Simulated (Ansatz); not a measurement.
Geometry optimisation, Ansatz 0.2.0, DFT PBE, scalar-relativistic, plane waves, PAW.

Input file:

```yaml
accuracy: low
crystal:
  lattice:
    - [0.0, 5.43, 5.43]
    - [5.43, 0.0, 5.43]
    - [5.43, 5.43, 0.0]
  atoms:
    - { symbol: Si, position: [0.0, 0.0, 0.0] }
    - { symbol: Si, position: [0.125, 0.125, 0.125] }
    - { symbol: Si, position: [0.0, 0.0, 0.5] }
    - { symbol: Si, position: [0.125, 0.125, 0.625] }
    - { symbol: Si, position: [0.0, 0.5, 0.0] }
    - { symbol: Si, position: [0.125, 0.625, 0.125] }
    - { symbol: Si, position: [0.0, 0.5, 0.5] }
    - { symbol: Si, position: [0.125, 0.625, 0.625] }
    - { symbol: Si, position: [0.5, 0.0, 0.0] }
    - { symbol: Si, position: [0.625, 0.125, 0.125] }
    - { symbol: Si, position: [0.5, 0.0, 0.5] }
    - { symbol: Si, position: [0.625, 0.125, 0.625] }
    - { symbol: Si, position: [0.5, 0.5, 0.0] }
    - { symbol: Si, position: [0.625, 0.625, 0.125] }
    - { symbol: Si, position: [0.5, 0.5, 0.5] }
    - { symbol: Si, position: [0.625, 0.625, 0.625] }
    - { symbol: Ti, position: [0.8779979, 0.8716482, 0.3780074] }
basis:
  ecutwfc: 420.0
kpoints:
  mp_grid: { grid: [2, 2, 2] }
hamiltonian:
  xc: pbe
  pseudopotentials: { kind: paw, azcp: { folder: soft_1 } }
scf:
  occupations: { method: fermi_dirac, width: 0.05 }
  lower_state_search: "off"
relax:
  f_tol: 0.08
  max_steps: 25
  adjacent_minimum: "off"
output:
  write_density: true
  write_potential: true
  elf: true
  volumetric_format: npy
```

Run as:

```bash
$ ansatz run input.yaml --threads 1 --pin off --max-ram 3072MiB --backend cpu --events-out ev --progress --plain --runs-dir out
```

Question: Where does it end, and by what steps?

Answer: The run converged. Limits of this set-up: coarse k mesh, a small cell, in which the defect meets its images, low accuracy level. After 2 steps the energy has fallen by 0.364 eV; Si3 moved furthest, 0.08 Å.

```json
{"step": "0", "energy less start (eV)": "0.0000", "largest force component (eV/Å)": "1.099", "accepted": "yes"}
{"step": "1", "energy less start (eV)": "-0.3423", "largest force component (eV/Å)": "0.296", "accepted": "yes"}
{"step": "2", "energy less start (eV)": "-0.3637", "largest force component (eV/Å)": "0.021", "accepted": "yes"}
```

```xyz
17
Lattice="0.0000 5.4300 5.4300 5.4300 0.0000 5.4300 5.4300 5.4300 0.0000" Properties=species:S:1:pos:R:3
Si -0.044 -0.042 0.044
Si 1.356 1.359 1.396
Si 2.758 2.759 0.043
Si 4.073 4.072 1.358
Si 2.730 -0.013 2.699
Si 4.034 1.359 4.074
Si 5.387 2.759 2.672
Si 6.788 4.113 4.073
Si -0.016 2.734 2.699
Si 1.357 4.038 4.072
Si 2.759 5.388 2.671
Si 4.111 6.789 4.071
Si 2.731 2.734 5.446
Si 4.072 4.076 6.787
Si 5.414 5.417 5.445
Si 6.789 6.789 6.749
Ti 6.787 6.789 9.502
```

Whether the end is a true minimum wasn't checked by a vibrational analysis.

Run time: 24 s on 1 thread of Arm Neoverse V1, on a shared host, peak memory 0.54 GiB.
